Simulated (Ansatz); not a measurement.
# Na3HSe: properties at the relaxed cell

One table from this session's results is given with a row withheld; the runs are named, their logs left out.

Computed with Ansatz 0.2.0 (DFT PBE and PBEsol (the runs whose input is shown use PBEsol), scalar-relativistic, plane waves, PAW).

## Starting point

The structure is cubic, space group Pm-3m (No. 221). Conventional cell: a = 4.550 Å, b = 4.550 Å, c = 4.550 Å, α = 90.00°, β = 90.00°, γ = 90.00°. Na (site symmetry 4/mmm) has 2 H at 2.28 Å and 8 Na at 3.22 Å and 4 Se at 3.22 Å as nearest neighbours. H (site symmetry m-3m) is surrounded by 6 Na at 2.28 Å. Se (site symmetry m-3m) is surrounded by 12 Na at 3.22 Å.

Coordinates:

```cif
data_structure
_symmetry_space_group_name_H-M 'Pm-3m'
_symmetry_Int_Tables_number 221
_cell_length_a 4.5503
_cell_length_b 4.5503
_cell_length_c 4.5503
_cell_angle_alpha 90.000
_cell_angle_beta 90.000
_cell_angle_gamma 90.000
_cell_volume 94.21
loop_
_atom_site_label
_atom_site_type_symbol
_atom_site_symmetry_multiplicity
_atom_site_Wyckoff_symbol
_atom_site_fract_x
_atom_site_fract_y
_atom_site_fract_z
_atom_site_occupancy
Na1 Na 3 c 0.00000 0.50000 0.50000 1
H1 H 1 b 0.50000 0.50000 0.50000 1
Se1 Se 1 a 0.00000 0.00000 0.00000 1
```

This cell was relaxed beforehand with the same method: volume 18.84 Å³/atom, gap on the mesh 2.78 eV.

The first run:

The input, input.yaml:

```yaml
crystal:
  lattice:
    - [4.5502916133, 0.0, 0.0]
    - [0.0, 4.5502916133, 0.0]
    - [0.0, 0.0, 4.5502916133]
  atoms:
    - { symbol: Na, position: [0.0, 0.5, 0.5] }
    - { symbol: Na, position: [0.5, 0.0, 0.5] }
    - { symbol: Na, position: [0.5, 0.5, 0.0] }
    - { symbol: H, position: [0.5, 0.5, 0.5] }
    - { symbol: Se, position: [0.0, 0.0, 0.0] }
basis:
  ecutwfc: 420
kpoints:
  mp_grid: { grid: [6, 6, 6] }
hamiltonian:
  xc: pbesol
scf:
  occupations: { method: gaussian, width: 0.02 }
output:
  forces: true
  stress: true
  eigenvalues: true
relax:
  adjacent_minimum: "off"
  f_tol: 0.005
  max_steps: 50
  cell: { stress_tol: 0.05 }
```

Launch:

```
$ ansatz run input.yaml --threads 2 --pin off --max-ram 5120MiB --backend cpu --events-out ev --progress --plain --runs-dir out
```

Steps of the session up to this table: Relaxing with PBEsol; Relaxing with PBE+D3(BJ); Relaxing with LDA; Relaxing with r2SCAN.

One of the session's tables, all rows but one given; the rest of the session is left out.

It belongs to the step «Relaxed cells side by side». 

| functional | a (Å) | b (Å) | c (Å) | volume (Å³/atom) | gap on the mesh (eV) |
| --- | --- | --- | --- | --- | --- |
| PBE | 4.550 | 4.550 | 4.550 | 18.84 | 2.78 |
| PBEsol | 4.495 | 4.495 | 4.495 | 18.17 | 2.82 |
| PBE+D3(BJ) | ? | ? | ? | ? | ? |
| LDA | 4.406 | 4.406 | 4.406 | 17.10 | 2.89 |
| r2SCAN | 4.498 | 4.498 | 4.498 | 18.20 | 3.58 |

**Question.** Estimate the row for PBE+D3(BJ).

The run gave: a (Å): 4.436; b (Å): 4.436; c (Å): 4.436; volume (Å³/atom): 17.45; gap on the mesh (eV): 3.06. In the column «a (Å)» it lies between LDA (4.406) and PBEsol (4.495).
